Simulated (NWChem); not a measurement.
# GeSiH5 (SMILES [SiH2][GeH3]) at UHF/3-21G

Wanted: a geometry optimisation of GeSiH5. 

The results are computed with NWChem 7.3.0.

### Step 1. Starting point

GeSiH5: 7 atoms, total charge 0, spin state doublet. SMILES: `[SiH2][GeH3]`. Geometry: relaxed at PBE0-D4/def2-TZVP. The run starts from this shape.

Bond lengths: Si1–Ge2 2.370 Å, Si1–H3 1.489 Å, Si1–H4 1.489 Å, Ge2–H5 1.537 Å, Ge2–H6 1.541 Å, Ge2–H7 1.537 Å. Angles: Si1–Ge2–H5 109.6°, Si1–Ge2–H6 112.0°, Si1–Ge2–H7 109.7°, Ge2–Si1–H3 113.4°, Ge2–Si1–H4 113.3°, H5–Ge2–H6 108.4°, H5–Ge2–H7 108.7°, H6–Ge2–H7 108.4°, H3–Si1–H4 109.6°.

### Step 2. A structure relaxation at UHF/3-21G

struct.nw reads:

```
echo
start struct
memory stack 880 mb heap 220 mb global 1100 mb

geometry units au
  Si    -0.17895706    -2.69021411    -0.30878125
  Ge     0.54556393     1.72853249    -0.18462624
  H      0.32730056    -3.97484993     2.14276045
  H     -2.75219713    -3.37259421    -1.21962924
  H      0.07010884     2.86690350    -2.81380220
  H     -1.19770842     3.06683653     1.72569790
  H      3.30116257     2.24707333     0.57202010
end

basis spherical bse
  * library 3-21G
end

scf
  doublet
  uhf
  thresh 1e-07
  maxiter 80
  print low
end

driver
  maxiter 60
end

freq
  temp 3 298.15 600 900
end

task scf optimize
task scf frequencies
```

Run with:

```
$ nwchem struct.nw > struct.out
```

Log:

```text
[...]
  functions       =    45
[...]
  wavefunction    = UHF
[...]
         Total SCF energy =  -2355.574284621798
[...]
@    0   -2355.57428462  0.0D+00  0.00958  0.00212  0.00000  0.00000      7.1
[...]
         Total SCF energy =  -2355.574545893032
[...]
@    1   -2355.57475893 -4.7D-04  0.00166  0.00045  0.02840  0.05895     16.5
[...]
@    3   -2355.57479985 -2.7D-06  0.00012  0.00005  0.00285  0.00700     35.1
[...]
         Total SCF energy =  -2355.574800374578
[...]
@    4   -2355.57480037 -5.3D-07  0.00006  0.00002  0.00159  0.00360     42.9
[...]
         Total SCF energy =  -2355.574800446096
      One electron energy =  -3604.432075821635
      Two electron energy =   1089.287995365611
 Nuclear repulsion energy =    159.569280009928
                       Sz =      0.5000
                 Sz(Sz+1) =      0.7500
                      S^2 =      0.7579
[...]
         Total SCF energy =  -2355.574800446096
[...]
                         UHF ENERGY GRADIENTS
    atom               coordinates                        gradient
                 x          y          z           x          y          z
   1 Si     -0.002607   3.120640   0.088652    0.000010  -0.000019   0.000030
   2 Ge     -0.000741  -1.453412   0.006991   -0.000002   0.000012  -0.000025
   3 H       2.308731   4.285502  -1.015639    0.000028   0.000019  -0.000021
   4 H      -2.305479   4.282117  -1.036698   -0.000036   0.000016  -0.000005
   5 H      -2.395324  -2.410303   1.340254   -0.000022  -0.000007  -0.000004
   6 H       0.048808  -2.465833  -2.717047    0.000006  -0.000011   0.000020
   7 H       2.342906  -2.412863   1.426149    0.000016  -0.000010   0.000005
[...]
@    5   -2355.57480045 -7.2D-08  0.00004  0.00002  0.00045  0.00121     47.5
[...]
      Optimization converged
[...]
@    5   -2355.57480045 -7.2D-08  0.00004  0.00002  0.00045  0.00121     47.5
[...]
         Total SCF energy =  -2355.574800446096
[...]
 Zero-Point correction to Energy  =   24.560 kcal/mol  (  0.039138 au)
 Thermal correction to Energy     =   41.604 kcal/mol  (  0.066300 au)
 Thermal correction to Enthalpy   =   43.392 kcal/mol  (  0.069149 au)
 Total Entropy                    =   97.816 cal/mol-K
   - Translational                =   45.386 cal/mol-K (mol. weight = 106.9380)
   - Rotational                   =   26.977 cal/mol-K (symmetry #  =        1)
   - Vibrational                  =   25.452 cal/mol-K
 Cv (constant volume heat capacity) =   27.905 cal/mol-K
   - Translational                  =    2.979 cal/mol-K
   - Rotational                     =    2.979 cal/mol-K
   - Vibrational                    =   21.946 cal/mol-K
[...]
 Normal Eigenvalue ||           Projected Infra Red Intensities
  Mode   [cm**-1]  || [atomic units] [(debye/angs)**2] [(KM/mol)] [arbitrary]
 ------ ---------- || -------------- ----------------- ---------- -----------
    1       -0.000 ||    0.000010           0.000         0.010       0.001
    2        0.000 ||    0.000012           0.000         0.012       0.002
    3        0.000 ||    0.000000           0.000         0.000       0.000
    4        0.000 ||    0.000019           0.000         0.019       0.003
    5        0.000 ||    0.000029           0.001         0.029       0.004
    6        0.000 ||    0.000122           0.003         0.119       0.016
    7      107.781 ||    0.000683           0.016         0.665       0.090
    8      337.484 ||    0.002645           0.061         2.578       0.348
    9      408.182 ||    0.024526           0.566        23.910       3.230
   10      422.143 ||    0.041129           0.949        40.095       5.417
   11      591.938 ||    0.032278           0.745        31.466       4.251
   12      638.505 ||    0.001918           0.044         1.870       0.253
   13      877.003 ||    0.500400          11.545       487.815      65.907
   14      937.269 ||    0.086531           1.996        84.355      11.397
[...]
```

Wall time 67 s (1 thread of Intel Xeon Platinum 8259CL at 2.50GHz (Skylake/Cascade Lake), shared host); peak memory 0.12 GiB.

The path in brief:

```csv
step,energy from the first frame kept (eV)
0,0.0000
1,-0.0129
2,-0.0139
3,-0.0140
4,-0.0140
5,-0.0140
```

After the run. Bond lengths: Si1–Ge2 2.421 Å, Si1–H3 1.489 Å, Si1–H4 1.489 Å, Ge2–H5 1.536 Å, Ge2–H6 1.538 Å, Ge2–H7 1.536 Å. Angles: Si1–Ge2–H5 108.7°, Si1–Ge2–H6 111.4°, Si1–Ge2–H7 108.8°, Ge2–Si1–H3 114.0°, Ge2–Si1–H4 113.9°, H5–Ge2–H6 109.2°, H5–Ge2–H7 109.4°, H6–Ge2–H7 109.2°, H3–Si1–H4 110.1°.

### Step 3. Results

Level: UHF/3-21G.

| quantity | value |
| --- | --- |
| total energy at the end | -2355.57480 Eh |
| ⟨S²⟩ | 0.758 |
| lowest harmonic wavenumber | 108 cm⁻¹ |
| highest harmonic wavenumber | 2276 cm⁻¹ |
| zero-point energy | 102.8 kJ/mol |

**Reading.** At the final geometry: Bond lengths: Si1–Ge2 2.421 Å, Si1–H3 1.489 Å, Si1–H4 1.489 Å, Ge2–H5 1.536 Å, Ge2–H6 1.538 Å, Ge2–H7 1.536 Å. Angles: Si1–Ge2–H5 108.7°, Si1–Ge2–H6 111.4°, Si1–Ge2–H7 108.8°, Ge2–Si1–H3 114.0°, Ge2–Si1–H4 113.9°, H5–Ge2–H6 109.2°, H5–Ge2–H7 109.4°, H6–Ge2–H7 109.2°, H3–Si1–H4 110.1°. All 15 modes are real, so the shape is a minimum at this level. The optimisation took 6 steps and changed the energy by -0.014 eV.
